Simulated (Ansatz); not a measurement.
**Two structures of Cd: comparison of enthalpies under pressure, by script**

At what pressure does Cd change structure? Aim: a comparison of enthalpies under pressure, for two structures of Cd, run from a script.

All numbers are computed with the Python package of Ansatz 0.2.0. Level of theory: DFT LDA, plane waves, PAW.

**1. The system**

Cd Pm-3m: Symmetry: Pm-3m, No. 221, cubic system. The conventional cell has a = 2.870 Å, b = 2.870 Å, c = 2.870 Å, α = 90.00°, β = 90.00°, γ = 90.00°. Cd (site symmetry m-3m) is surrounded by 6 Cd at 2.87 Å.

Cd Fm-3m: The structure is cubic, space group Fm-3m (No. 225). The conventional cell has a = 4.420 Å, b = 4.420 Å, c = 4.420 Å, α = 90.00°, β = 90.00°, γ = 90.00°. Cd (site symmetry m-3m) has 12 Cd at 3.13 Å as nearest neighbours.

No structure file is read: the coordinates are typed or built in the script.

**2. The script**

The input, cd.py:

```python
"""Pressure at which two phases of Cd cross."""

import warnings

import ansatz as az
import numpy as np
from tabulate import tabulate

SETTINGS = {
    "xc": "lda",
    "cutoff_ev": 500,
    "kspacing": 0.3,
    "occupations": "fermi_dirac",
    "width_ev": 0.05,
}


def sc(first, a):
    return (
        az.Lattice.cubic(a)
        .space_group(221)
        .atom(first, (0, 0, 0))
    )


def fcc(A, a):
    return (
        az.Lattice.fcc(a)
        .space_group(225)
        .atom(A, (0, 0, 0))
        .primitive()
    )


def run_phase(name, crystal, pressure=0.0):
    calc = (
        crystal.calculation()
        .accuracy("low")
        .functional(SETTINGS["xc"])
        .scf(self_checks="high")
        .basis(SETTINGS["cutoff_ev"])
        .kpoints(spacing=SETTINGS["kspacing"])
        .occupations(SETTINGS["occupations"], width=SETTINGS["width_ev"])
    )
    calc = calc.relax(force_tolerance=0.01, cell=True, pressure=pressure)
    return calc.run()


def volume_per_atom(outcome):
    return abs(np.linalg.det(outcome.lattice.cell_ang)) / len(outcome.lattice.sites)

warnings.simplefilter("ignore", az.DeckWarning)

phases = {}
phases["sc"] = sc("Cd", 2.87)
phases["fcc"] = fcc("Cd", 4.42)

# H = E + PV, with 1 eV per cubic angstrom equal to 160.2 GPa
pressures = [0, 5, 10, 20]
enthalpy, volume = {name: [] for name in phases}, {name: [] for name in phases}
for p in pressures:
    for name, crystal in phases.items():
        o = run_phase(name, crystal, pressure=p)
        volume[name].append(volume_per_atom(o))
        enthalpy[name].append(o.report["energy_sigma0_ev"] / len(o.lattice.sites) + p * volume[name][-1] / 160.21766)
gap = np.array(enthalpy["fcc"]) - np.array(enthalpy["sc"])
rows = [(p, va, vb, 1000 * d) for p, va, vb, d in zip(pressures, volume["sc"], volume["fcc"], gap)]
print(tabulate(rows, headers=["P (GPa)", "V sc (A^3/atom)", "V fcc (A^3/atom)", "H(fcc) - H(sc) (meV/atom)"], floatfmt=".4f", tablefmt="plain"))
crossings = [p0 - g0 * (p1 - p0) / (g1 - g0) for p0, p1, g0, g1 in zip(pressures, pressures[1:], gap, gap[1:]) if g0 * g1 < 0]
print("crossing near", [round(float(p), 1) for p in crossings], "GPa") if crossings else print("no crossing in this range")
```

**3. The input behind the calls**

The package turns the script's settings into the engine's input (first run):

```yaml
crystal:
  lattice:
    bravais: cubic
    a: 2.87
  space_group: 221
  atoms:
    - { symbol: Cd, position: [0.0, 0.0, 0.0] }
accuracy: low
basis:
  ecutwfc: 500.0
kpoints:
  mp_grid:
    kspacing: 0.3
hamiltonian:
  xc: lda
scf:
  self_checks: high
  occupations:
    method: fermi_dirac
    width: 0.05
relax:
  f_tol: 0.01
  cell:
    p_target: 0.0
```

**4. The run**

Started as:

```sh
$ python cd.py
```

Standard output:

```text
  P (GPa)    V sc (A^3/atom)    V fcc (A^3/atom)    H(fcc) - H(sc) (meV/atom)
        0            23.3089             20.0048                    -138.6750
        5            21.5903             18.8221                    -232.4720
       10            20.4225             17.9748                    -313.8608
       20            18.7963             16.7749                    -452.8842
no crossing in this range
```

Wall time 25 s (1 thread of Arm Neoverse V2, shared host); peak memory 0.36 GiB.

**5. The runs side by side**

One row for each of the 8 runs:

```
run  space group at the end  pressure asked (GPa)  energy from run 2 (meV/atom)  final volume (Å³/atom)  pressure (GPa)  SCF cycles in all  CPU time (s)
  1                   Pm-3m                     0                        138.67                   23.31           -0.01                 18           2.3
  2                   Fm-3m                     0                          0.00                   20.00            0.00                 23           2.4
  3                   Pm-3m                     5                        163.25                   21.59            5.00                 27           3.3
  4                   Fm-3m                     5                         17.17                   18.82            5.00                 24           2.6
  5                   Pm-3m                    10                        217.40                   20.42           10.01                 24           2.8
  6                   Fm-3m                    10                         56.31                   17.97           10.01                 29             3
  7                   Pm-3m                    20                        367.15                   18.80           20.00                 31           3.4
  8                   Fm-3m                    20                        166.61                   16.77           20.00                 32           3.2
```

Energies are extrapolated to zero smearing width, as in the script. 

Enthalpy H = E + pV of the second structure less the first:

```
pressure (GPa)  ΔH (meV/atom)
             0         -138.7
             5         -232.5
            10         -313.9
            20         -452.9
```

**6. Path of the relaxation of run 4**

Relaxation path:

```
step  energy from step 1 (eV/cell)  largest force component (eV/Å)  pressure (GPa)  volume (Å³)
   1                        0.0000                          0.0000           -4.21        21.59
   2                        0.0018                          0.0000            6.13        18.61
   3                       -0.0078                          0.0000            4.64        18.89
   4                       -0.0057                          0.0000            4.99        18.82
   5                       -0.0055                          0.0000            5.00        18.82
```

Step 1 is the start. Step 5 repeats the geometry before it on a plane-wave basis chosen anew for that cell, so its energy need not be comparable with the rows above.

Lengths and angles in the start's conventional setting:

«Before» is this run's own start.

|  | before | after | change |
| --- | --- | --- | --- |
| a (Å) | 4.420 | 4.223 | -4.5 % |
| b (Å) | 4.420 | 4.223 | -4.5 % |
| c (Å) | 4.420 | 4.223 | -4.5 % |
| volume (Å³/atom) | 21.59 | 18.82 | -12.8 % |
| shortest distance (Å) | 3.125 | 2.986 | -4.5 % |
| space group (0.01 Å) | Fm-3m | Fm-3m | same |

Forces and stress were held to the start's 48 operations: a distortion of lower symmetry was not tested.

Under a set pressure the enthalpy E + pV is minimised, so E itself may rise.

**7. How the relaxation of run 7 went**

Relaxation path:

| step | energy from step 1 (eV/cell) | largest force component (eV/Å) | pressure (GPa) | volume (Å³) |
| --- | --- | --- | --- | --- |
| 1 | 0.0000 | 0.0000 | -0.72 | 23.64 |
| 2 | 0.0822 | 0.0000 | 10.37 | 20.35 |
| 3 | 0.3154 | 0.0000 | 25.34 | 18.16 |
| 4 | 0.2151 | 0.0000 | 19.32 | 18.89 |
| 5 | 0.2260 | 0.0000 | 19.99 | 18.80 |
| 6 | 0.2264 | 0.0000 | 20.00 | 18.80 |

Step 1 is the start. Step 6 repeats the geometry before it on a plane-wave basis chosen anew for that cell, so its energy need not be comparable with the rows above.

«Before» is this run's own start.

|  | before | after | change |
| --- | --- | --- | --- |
| a (Å) | 2.870 | 2.659 | -7.4 % |
| b (Å) | 2.870 | 2.659 | -7.4 % |
| c (Å) | 2.870 | 2.659 | -7.4 % |
| volume (Å³/atom) | 23.64 | 18.80 | -20.5 % |
| shortest distance (Å) | 2.870 | 2.659 | -7.4 % |
| space group (0.01 Å) | Pm-3m | Pm-3m | same |

The run keeps the 48 symmetry operations of the start, so it could not have lowered the symmetry.

Under a set pressure the enthalpy E + pV is minimised, so E itself may rise.

**8. Results**

```
                  quantity              value
             runs compared                  8
crossing of the enthalpies  none in the range
```

**Reading.** The second structure (Fm-3m) stays lower over the whole range, and pressure widens its lead. In run 4, over 3 moves the cell shrank by 12.8 % in volume under the 5 GPa asked, and the space group stayed Fm-3m. In run 7, over 4 moves the cell shrank by 20.5 % in volume under the 20 GPa asked, and the space group stayed Pm-3m. Reading the output:
- At a fixed pressure a relaxation lowers the enthalpy F + PV, while F alone can rise.
- For the metals among these cells the mesh is coarse, so their volumes and pressures are rough.
- Only these two structures are compared, at zero temperature and with their symmetry kept; either may be hypothetical, and another phase may be lower than both. Differences under about 40 meV an atom lie within the error of mesh and functional.
- The cells are prototypes set up for this calculation and needn't exist.
